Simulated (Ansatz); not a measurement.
Predict the output of the script below (Ansatz's Python interface).

Script `adiabatic_bbrh4si.py`:
```python
"""Vertical and adiabatic ionisation of BBrH4Si."""

import itertools

import ansatz
from ase.data import atomic_numbers, covalent_radii
import numpy as np

system = (
    ansatz.Crystal.molecule()
    .atom("Si", [-0.626, 0.4291, -0.2268])
    .atom("B", [0.8178, -0.5162, 0.5007])
    .atom("Br", [1.7652, -1.8394, -0.6438])
    .atom("H", [-1.6442, -0.4587, -0.6692])
    .atom("H", [-0.2153, 1.2499, -1.4137])
    .atom("H", [-1.218, 1.3952, 0.7834])
    .atom("H", [1.1817, -0.328, 1.6236])
)

model = system.calculation()
model = model.basis(gaussian="def2-SVP")
model = model.functional("cam_b3lyp")
symbols = [site.symbol for site in system.cartesian_sites]
start = np.array([site.position_ang for site in system.cartesian_sites], dtype=float)
summary = model.relax(force_tolerance=0.01, max_steps=100).run().report
end = np.array(summary["positions_ang"])

minimum = ansatz.Crystal.molecule()
for symbol, place in zip(symbols, end):
    minimum = minimum.atom(symbol, place.tolist())
ion = (
    minimum.calculation()
    .basis(gaussian="def2-SVP")  # atom-centred Gaussian functions
    .functional("cam_b3lyp")
    .charge(1)
    .spin("collinear", total=1)  # two spin channels
)
vertical = ion.run().report
settled = ion.relax(force_tolerance=0.01, max_steps=80).run().report
print(f"vertical ionisation energy   {vertical['free_energy_ev'] - summary['free_energy_ev']:.3f} eV")
print(f"adiabatic, no zero point     {settled['free_energy_ev'] - summary['free_energy_ev']:.3f} eV")
print(f"relaxation energy of the ion {vertical['free_energy_ev'] - settled['free_energy_ev']:.3f} eV")
ionised = np.array(settled["positions_ang"])
# pairs closer than 1.2 times the sum of covalent radii, before or after
radius = [covalent_radii[atomic_numbers[s]] for s in symbols]
span = lambda where, i, j: np.linalg.norm(where[i] - where[j])
bonded = [(i, j) for i, j in itertools.combinations(range(len(symbols)), 2) if min(span(end, i, j), span(ionised, i, j)) < 1.2 * (radius[i] + radius[j])]
print("pair        before    after (A)")
for i, j in bonded:
    print(f"{symbols[i]}{i}-{symbols[j]}{j}".ljust(10), f"{span(end, i, j):8.4f} {span(ionised, i, j):8.4f}")
for first, second in list(itertools.combinations(bonded, 2)):
    shared = set(first) & set(second)
    if shared and symbols[(j := shared.pop())] != "H":
        i, k = sorted((set(first) | set(second)) - {j})
        u, v = ionised[i] - ionised[j], ionised[k] - ionised[j]
        angle = np.degrees(np.arccos(np.clip(u @ v / np.linalg.norm(u) / np.linalg.norm(v), -1, 1)))
        print(f"final angle {symbols[i]}{i}-{symbols[j]}{j}-{symbols[k]}{k}: {angle:.2f} deg")
```

`python adiabatic_bbrh4si.py` gives:
```text
vertical ionisation energy   10.114 eV
adiabatic, no zero point     9.557 eV
relaxation energy of the ion 0.557 eV
pair        before    after (A)
Si0-B1       2.0193   2.2416
Si0-H3       1.4914   1.4753
Si0-H4       1.4917   1.4797
Si0-H5       1.4900   1.4790
B1-Br2       1.9013   1.7993
B1-H6        1.2019   1.2019
final angle B1-Si0-H3: 106.37 deg
final angle B1-Si0-H4: 96.62 deg
final angle B1-Si0-H5: 97.53 deg
final angle Si0-B1-Br2: 118.58 deg
final angle Si0-B1-H6: 104.12 deg
final angle H3-Si0-H4: 116.94 deg
final angle H3-Si0-H5: 117.00 deg
final angle H4-Si0-H5: 116.86 deg
final angle Br2-B1-H6: 137.30 deg
```

The energies are electronic: no zero-point or thermal terms, and the basis set is short of its limit. The product may relax into another structure. The relaxation finds the nearest minimum, so the adiabatic value is an upper bound. Hardware and time: 2.7 min on 1 thread of Arm Neoverse V2, with other jobs on the host, peak memory 0.36 GiB.
